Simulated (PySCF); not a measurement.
# EuN4 (Eu(N2)23+): the cost of one run

Method: several levels, as the steps say, no spin–orbit coupling; program: PySCF 2.14.0.

4 further runs of the same task are left out: 2 for a known fault of the program, 1 that didn't finish, 1 set aside as unsound or not needed.

## 1. Starting geometry

5 atoms, charge 3, spin multiplicity 1.

Bond lengths: Eu1–N2 2.463 Å, Eu1–N4 2.463 Å, N2–N3 1.117 Å, N4–N5 1.117 Å. Angles: N2–Eu1–N4 112.2°, Eu1–N2–N3 179.2°, Eu1–N4–N5 179.2°.

Coordinates:

```xyz
5
EuN4
Eu   -0.66317   -0.99047    0.00000
N     0.10163    0.15179    2.04384
N     0.44163    0.65959    2.97871
N     0.10163    0.15179   -2.04384
N     0.44163    0.65959   -2.97871
```

Formal oxidation states: Eu +3. Each metal's 6 4f electrons lie in its core potential, so multiplicities, spins and levels count the valence alone. An earlier session relaxed this geometry at TPSS, Eu lcecp-1-SVP with ECP52, N def2-SVP (singlet, point group C2v).

At TPSS on the finer grid: E = -252.912452 Eh, HOMO -25.36 eV, LUMO -20.68 eV, Mulliken charge on Eu1 +2.45 e, largest force component 0.003 eV/Å. 

Levels to run: CAM-B3LYP; PBE; HF; revPBE; TPSS, TZVP. Hardware: 2 threads of Intel Xeon 6975P-C (Granite Rapids), shared host.

## 2. CAM-B3LYP

Contents of run.py (the lines that set the calculation):

```python
mol = gto.M(atom='''
Eu    -0.66317    -0.99047     0.00000
N      0.10163     0.15179     2.04384
N      0.44163     0.65959     2.97871
N      0.10163     0.15179    -2.04384
N      0.44163     0.65959    -2.97871''',
    basis={'Eu': 'lcecp-1-SVP', 'N': 'def2-SVP'},
    ecp={'Eu': 'lcecp-1-SVP'},
    charge=3, spin=0)
mf = dft.RKS(mol, xc='CAMB3LYP')
mf.grids.atom_grid = (75, 302)  # f atoms: unpruned, at least (60, 302)
mf = mf.density_fit()  # fitting sets: Eu AutoAux, N def2-universal-JKFIT
mf.conv_tol = 1e-08; mf.max_cycle = 55
mf.kernel(dm0)  # dm0: the density of the relaxed state
```

The run is started by

```bash
$ OMP_NUM_THREADS=2 python run.py
```

**Question.** How long does this run take on 2 threads of Intel Xeon 6975P-C (Granite Rapids), shared host?

About 3.3 s.
